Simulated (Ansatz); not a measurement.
# CH9NOSSi: the cost of one run

Method: UKS revPBE/STO-3G, in Ansatz 0.2.0.

**1. The structure to begin with**

Bond lengths: Si1–N2 2.122 Å, Si1–O3 1.635 Å, O3–C4 1.393 Å, Si1–H5 1.461 Å, Si1–H6 1.447 Å, Si1–S8 2.528 Å, N2–H9 1.009 Å, N2–H10 1.008 Å, C4–H11 1.094 Å, C4–H12 1.094 Å, C4–H13 1.090 Å, S8–H14 1.326 Å. Angles (14 of 21 angles, heavy atoms first): N2–Si1–O3 98.6°, N2–Si1–S8 74.8°, O3–Si1–S8 171.4°, Si1–O3–C4 129.7°, Si1–N2–H9 118.2°, Si1–N2–H10 113.8°, N2–Si1–H5 104.7°, N2–Si1–H6 107.5°, O3–Si1–H5 103.0°, O3–Si1–H6 91.8°, H5–Si1–S8 84.2°, H6–Si1–S8 85.0°, O3–C4–H11 111.2°, O3–C4–H12 110.3°.

Coordinates:

```xyz
14

Si   -0.5772   -0.2832    0.6319
N     1.3094   -0.8561   -0.1526
O    -1.3261    0.0850   -0.7744
C    -1.1769    1.1989   -1.5977
H    -0.3448    1.0278    1.2327
H    -1.3662   -1.4856    0.7909
H     1.6531   -1.2333    1.0827
S     0.7315   -1.1424    2.6170
H     1.9069   -0.1359   -0.5291
H     1.2668   -1.6449   -0.7793
H    -0.9412    2.0932   -1.0137
H    -0.3715    1.0319   -2.3190
H    -2.1106    1.3598   -2.1375
H     1.3468   -0.0153    2.9480
```

**2. Run 1**

150 steps of 0.5 fs at constant energy, with velocities drawn for 600 K.

The input, input.yaml:

```yaml
crystal:
  periodic: [false, false, false]
  atoms:
    - { symbol: Si, position_ang: [-0.5772, -0.2832, 0.6319] }
    - { symbol: "N", position_ang: [1.3094, -0.8561, -0.1526] }
    - { symbol: O, position_ang: [-1.3261, 0.085, -0.7744] }
    - { symbol: C, position_ang: [-1.1769, 1.1989, -1.5977] }
    - { symbol: H, position_ang: [-0.3448, 1.0278, 1.2327] }
    - { symbol: H, position_ang: [-1.3662, -1.4856, 0.7909] }
    - { symbol: H, position_ang: [1.6531, -1.2333, 1.0827] }
    - { symbol: S, position_ang: [0.7315, -1.1424, 2.617] }
    - { symbol: H, position_ang: [1.9069, -0.1359, -0.5291] }
    - { symbol: H, position_ang: [1.2668, -1.6449, -0.7793] }
    - { symbol: H, position_ang: [-0.9412, 2.0932, -1.0137] }
    - { symbol: H, position_ang: [-0.3715, 1.0319, -2.319] }
    - { symbol: H, position_ang: [-2.1106, 1.3598, -2.1375] }
    - { symbol: H, position_ang: [1.3468, -0.0153, 2.948] }
magnetization:
  spin_polarized: true
basis:
  gaussian: { orbitals: STO-3G }
hamiltonian:
  xc: revpbe
md:
  timestep: 0.5
  n_steps: 150
  ensemble: nve
  temperature: 600.0
  initial_velocities: maxwell_boltzmann
  seed: 793554
```

On the command line:

```
$ ansatz run input.yaml --threads 1 --pin off --max-ram 2048MiB --backend cpu --events-out ev --progress --plain --runs-dir out
```

**Question.** How long does this run take on 1 thread of Arm Neoverse V1, shared host, and how much memory does it need?

About 11 min, with a peak of 0.12 GiB.
